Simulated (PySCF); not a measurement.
# ClO3Re (Re(O)3(Cl)-): the cost of one run

Computed with PySCF 2.14.0. Level: r2SCAN, Re def2-SVP with ECP60, O def2-SVP, Cl def2-SVP; scalar-relativistic core potentials, no spin–orbit coupling.

5 further runs of the same task are left out: 2 for a known fault of the program, 1 that didn't finish, 2 set aside as unsound or not needed. Runs told in other sessions of the task aren't counted.

## 1. Where the work starts

5 atoms, charge -1, spin multiplicity 2.

Bond lengths: Re1–O2 1.743 Å, Re1–O3 1.736 Å, Re1–O4 1.743 Å, Re1–Cl5 2.424 Å. Angles: O2–Re1–O3 107.8°, O2–Re1–O4 120.6°, O2–Re1–Cl5 94.8°, O3–Re1–O4 107.8°, O3–Re1–Cl5 132.2°, O4–Re1–Cl5 94.8°.

Geometry (Å):

```xyz
5

Re    0.0000    0.1666    0.0403
O     1.5139    0.0338    0.8931
O     0.0000    1.6822   -0.8065
O    -1.5139    0.0338    0.8931
Cl    0.0000   -2.1318   -0.7314
```

Formal oxidation states: Re +6. An earlier session relaxed this geometry at r2SCAN, Re def2-SVP with ECP60, O def2-SVP, Cl def2-SVP (doublet, point group Cs).

Its energy there is -763.971278 Eh.

## 2. Multiplicity 4 at the relaxed geometry

Input file run.py (the lines that set the calculation):

```python
mol = gto.M(atom='''
Re     0.00000     0.16658     0.04029
O      1.51389     0.03385     0.89312
O      0.00000     1.68216    -0.80649
O     -1.51389     0.03385     0.89312
Cl     0.00000    -2.13181    -0.73144''',
    basis={'Re': 'def2-SVP', 'O': 'def2-SVP', 'Cl': 'def2-SVP'},
    ecp={'Re': 'def2-SVP'},
    charge=-1, spin=3)
mf = dft.UKS(mol, xc='R2SCAN')
mf.grids.atom_grid = (50, 194)
mf = mf.density_fit()  # fitting sets: Re def2-universal-JKFIT, O def2-universal-JKFIT, Cl def2-universal-JKFIT
mf.conv_tol = 1e-08; mf.max_cycle = 55
mf.kernel(dm0)  # dm0: free metal ions and neutral atoms
```

Run with:

```bash
> OMP_NUM_THREADS=2 python run.py
```

**Question.** How long does this run take on 2 threads of Arm Neoverse V2, shared host?

About 7.3 s.
